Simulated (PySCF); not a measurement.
# SiSn: from the state search to spectroscopic constants

Aim: find the lowest electronic state of SiSn, scan its bond at several levels of theory, and get bond length, wavenumber and dissociation energy from each curve.

The runs use PySCF 2.14.0; Si def2-SVPD, Sn def2-SVPD with ECP28, scalar-relativistic core potentials.

## Step 1: Input

The job is set up so:

| Item | Value |
| --- | --- |
| atoms | Si, Sn |
| charge | 0 |
| basis | Si def2-SVPD, Sn def2-SVPD with ECP28 |
| Hamiltonian | scalar-relativistic core potentials |
| basis functions | 56 |
| electrons treated | 36 |
| masses in u | 27.9769, 119.9022 |
| levels | PBE0, PBE, r²SCAN, r²SCANh, TPSS, M06, LC-ωPBE, HF, MP2, SCS-MP2, CCSD, CCSD(T) |
| grid | 80 radial by 434 angular points |
| occupations | held fixed by the projection of orbital angular momentum |
| dissociation limit | Si + Sn, each in its ground configuration |
| starting distance in angstrom | 2.465 |
| values of 2S to try | 0, 2, 4 |

Further steps of the session: The PBE0 curve of the state that the search chose; Other states along the same grid; PBE (GGA); r²SCAN (meta-GGA); r²SCANh (hybrid meta-GGA); TPSS; M06 (hybrid meta-GGA); LC-ωPBE (range-separated hybrid); UHF (mean field); Adding correlation.

What does the calculation give? Wanted: for each run, Re; ωe; De; μ.

The runs gave:

Lowest PBE0 solution found, without spin–orbit coupling: ³Σ⁻ (triplet), unpaired electrons π ↑↑. State 2 has its PBE0 minimum 0.20 eV higher, as a spin-mixed determinant (⟨S²⟩ = 1.01), so this is no gap between pure states. State 3 has its PBE0 minimum 0.26 eV higher. State 4 has its PBE0 minimum 0.42 eV higher, as a spin-mixed determinant (⟨S²⟩ = 1.02), so this is no gap between pure states. The other levels ran on the lowest alone.

```
      level  Re (Å)  ωe (cm⁻¹)  De (eV)  μ (D)
        UHF   2.486        392     1.19   1.06
    UHF-MP2   2.530        349     2.29    n/a
UHF-SCS-MP2   2.521        358     2.09    n/a
   UHF-CCSD   2.531        353     2.13    n/a
UHF-CCSD(T)   2.547        339     2.29    n/a
        PBE   2.561        329     3.01   1.00
       TPSS   2.550        334     2.89   1.12
     r²SCAN   2.531        346     2.82   0.99
    r²SCANh   2.520        353     2.75   0.98
       PBE0   2.521        354     2.77   1.03
        M06   2.542        345     3.20   1.40
    LC-ωPBE   2.455        399     2.38   1.13
```

De is counted to Si + Sn in their ground configurations. A positive dipole means Si(−)Sn(+).

Differences from CCSD(T) in the same basis:

```
      level  Re (mÅ)  ωe (%)
        UHF      -61   +15.6
    UHF-MP2      -18    +3.0
UHF-SCS-MP2      -27    +5.5
   UHF-CCSD      -17    +4.0
        PBE      +13    -3.1
       TPSS       +3    -1.6
     r²SCAN      -17    +2.0
    r²SCANh      -28    +4.2
       PBE0      -26    +4.5
        M06       -6    +1.7
    LC-ωPBE      -92   +17.5
```

**Reading.** Judged by CCSD(T) in the same basis: best bond length TPSS (+3 mÅ), worst LC-ωPBE (-92 mÅ); best wavenumber TPSS (-1.6 %), worst LC-ωPBE (+17.5 %). Hartree–Fock falls on the short and stiff side, its usual fault. PBE gives a bond that is too long and too soft, as GGAs tend to. CCSD(T) in a basis this small is itself some way from its limit, more so than the functionals. Among the levels with a De in the table, it runs from 1.19 eV (UHF) to 3.20 eV (M06).

Correlated steps freeze 9 core orbitals. Spin–orbit coupling is left out, which matters for elements this heavy, above all for dissociation energies. At UHF the stretched side of the curve climbs above De, by a hump or because the determinant held fixed goes to a higher limit.
